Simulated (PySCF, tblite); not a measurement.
# C₄H₉ClO₂SSi: geometry, infrared bands and NMR shifts

Aim: predict the infrared bands and NMR shifts of C₄H₉ClO₂SSi (`C=C[C@@H]([SiH3])CS(=O)(=O)Cl`).

The runs use tblite 0.8.0 and PySCF 2.14.0, with density-fitted response routines of our own; the level of theory stands in each step. All values are computed, except where a source is named. Atoms are numbered from 0 throughout.

## (1) The molecule as given

18 atoms, charge 0, multiplicity 1; geometry from: force field or distance geometry start.

Bonds of the start (Å): C0–C1 1.32, C1–C2 1.51, C2–Si3 1.89, C2–C4 1.49, C4–S5 1.76, S5–O6 1.52, S5–O7 1.48, S5–Cl8 2.10, C0–H9 1.09, C0–H10 1.09, C1–H11 1.09, C2–H12 1.09, Si3–H13 1.47, Si3–H14 1.49, Si3–H15 1.44, C4–H16 1.11, C4–H17 1.11.

## (2) Optimising the geometry with GFN2-xTB

What the job is given:

```
{"job": {"kind": "relax", "xc": "GFN2-xTB", "basis": "xTB"}, "charge": 0, "multiplicity": 1}
C     -2.345500    -1.372100     0.436700
C     -1.471900    -0.415300     0.665600
C     -0.287000    -0.200600    -0.249600
Si    -0.591300     1.523100    -0.961500
C      0.908100    -0.257800     0.639800
S      2.433300    -0.025100    -0.204000
O      2.723500    -1.186000    -1.141400
O      2.602600     1.276400    -0.894800
Cl     3.941600    -0.155200     1.246000
H     -2.286100    -2.034900    -0.432800
H     -3.171700    -1.472900     1.145900
H     -1.579400     0.210200     1.551400
H     -0.321500    -0.939700    -1.047000
H     -1.847400     1.451300    -1.712800
H     -0.875800     2.432400     0.184500
H      0.490600     1.990700    -1.792800
H      0.760000     0.457000     1.470900
H      0.908800    -1.275000     1.084300
```

Command:

```console
$ OMP_NUM_THREADS=1 python probes_run.py task.json out
```

The driver reads the jobs from task.json and runs them one after another.

**Question.** This job is followed by: GFN2-xTB harmonic vibrations, gas phase; GIAO PBE0/pcSseg-1 NMR shielding, non-relativistic, gas phase. What will the session give for the following? strongest single infrared mode (GFN2-xTB); zero-point energy (GFN2-xTB); 13C shifts against TMS (PBE0/pcSseg-1); 1H shifts against TMS (PBE0/pcSseg-1, means over atoms taken as alike); 29Si shifts against TMS (PBE0/pcSseg-1); 33S shifts against CS2 (PBE0/pcSseg-1); 17O shifts against H2O (PBE0/pcSseg-1); 35Cl shifts against HCl (PBE0/pcSseg-1); surface potential, 1st and 99th percentile.

As calculated:

| quantity | value |
| --- | --- |
| strongest single infrared mode (GFN2-xTB) | 2241 cm⁻¹, 371 km/mol |
| zero-point energy (GFN2-xTB) | 76.2 kcal/mol |
| 13C shifts against TMS (PBE0/pcSseg-1) | 143.7, 123.8, 76.7, 27.0 ppm |
| 1H shifts against TMS (PBE0/pcSseg-1, means over atoms taken as alike) | 5.74, 5.61, 5.47, 4.05, 3.70, 3.48, 2.42 ppm |
| 29Si shifts against TMS (PBE0/pcSseg-1) | -51.7 ppm |
| 33S shifts against CS2 (PBE0/pcSseg-1) | 342 ppm |
| 17O shifts against H2O (PBE0/pcSseg-1) | 314.5, 299.0 ppm |
| 35Cl shifts against HCl (PBE0/pcSseg-1) | 601 ppm |
| surface potential, 1st and 99th percentile | -1.21 V and 1.50 V |

**Reading.** The optimisation took 125 steps and gained 0.808 eV; among the close pairs (by a distance rule), S5–O6 changed most, from 1.520 to 1.425 Å. All 48 modes are real, so the xTB geometry is a minimum. The strongest single mode, at 2241 cm⁻¹, moves mainly H13. GFN2-xTB is a fitted tight-binding method: band positions and strengths are rough. Its intensities can rank the bands wrongly. C1 (alkene CH) lies farthest downfield among carbon, at 143.7 ppm; the olefinic region. H11 (hydrogen on an alkene CH) lies farthest downfield among hydrogen, at 5.74 ppm; a vinylic proton, deshielded by the sp2 carbon and the C=C anisotropy. At PBE0/pcSseg-1: Shielding is most anisotropic at Cl8 (span 1032 ppm, paramagnetic term -795 ppm). By nearest atom (PBE0/pcSseg-1), the HOMO sits on C0 34 %; C1 26 % and the LUMO on Cl8 37 %; S5 32 %.
